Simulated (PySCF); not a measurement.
# C2H4ClNSi: the cost of one run

Programs: PySCF 2.14.0, with density-fitted response routines of our own. Each step states its level of theory. These are calculated values for one molecule in the gas phase, unless marked as measured. Atoms count from 0, in the outputs and in this text.

### 1 Starting geometry

9 atoms, charge 0, multiplicity 1; geometry from: PBE0-D3(BJ)/def2-SVP.

Bonds of the start (Å): N0–C1 1.16, C1–Si2 1.86, Si2–C3 1.88, C3–Cl4 1.79, Si2–H5 1.49, Si2–H6 1.49, C3–H7 1.10, C3–H8 1.10.

### 2 Ultraviolet spectrum: PBE0/def2-TZVP

What the job is given:

```
{"job": {"kind": "uv", "xc": "PBE0", "basis": "def2-TZVP"}, "charge": 0, "multiplicity": 1}
N      1.457569     2.197451    -0.446987
C      0.760373     1.337863    -0.102131
Si    -0.346601    -0.059875     0.418101
C     -2.124102     0.561512     0.365346
Cl    -2.318182     1.906678     1.523596
H     -0.142201    -1.172104    -0.552173
H      0.038717    -0.462754     1.794710
H     -2.394131     0.924287    -0.637181
H     -2.827868    -0.239054     0.639203
```

With the program's defaults for keys left out, this is: TDDFT PBE0/def2-TZVP, vertical, gas phase, core orbitals frozen in the response.

Run with:

```sh
OMP_NUM_THREADS=1 python probes_run.py task.json out
```

One launch serves the whole session: the jobs run in the order shown.

Q: Estimate the wall time and peak memory of this first job on 1 thread of Arm Neoverse V1, shared host.

About 22 s, with a peak of 0.77 GiB.
